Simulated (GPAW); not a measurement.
**TiSn in GPAW: the effect of target pressure**

Crystal: TiSn.

```xyz
2
Lattice="0.0000 2.8005 2.8005 2.8005 0.0000 2.8005 2.8005 2.8005 0.0000" Properties=species:S:1:pos:R:3 pbc="T T T"
Ti    0.0000    0.0000    0.0000
Sn    2.8005    2.8005    2.8005
```

The cell was built by a generator and needn't be a form met in nature.

Alike in all runs:

```yaml
Program: GPAW 26.7.0
Task: relaxation of cell and atoms
Functional: PBEsol
Potentials_or_basis: PAW data sets generated in the run's folder for this functional
Cutoff: 600 eV
Basis: pw
k_mesh: 8 × 8 × 8
Occupations: fermi-dirac, width 0.05 eV
Spin: no spin polarisation
```

Each run relaxes the cell or the atoms first.

```csv
target pressure,target pressure,relaxed volume (Å³/atom)
0 GPa,-,?
2 GPa,2 GPa,20.54
5 GPa,5 GPa,19.98
10 GPa,10 GPa,19.21
20 GPa,20 GPa,17.97
30 GPa,30 GPa,17.04
```

What does the run with target pressure 0 GPa give?

Relaxed volume 20.96 Å³/atom.

Worked out: In Murnaghan's law V^(-B') rises as a straight line in P. The other rows fit best with B' = 3.5, V0 = 20.94 Å³/atom and B0 = 99 GPa, which gives 20.94 Å³/atom at 0 GPa, against the run's 20.96.

Caveats: later steps reuse the first step's grids; the volume moved by over 15 % at a fixed basis, so the end points are rough (some runs).
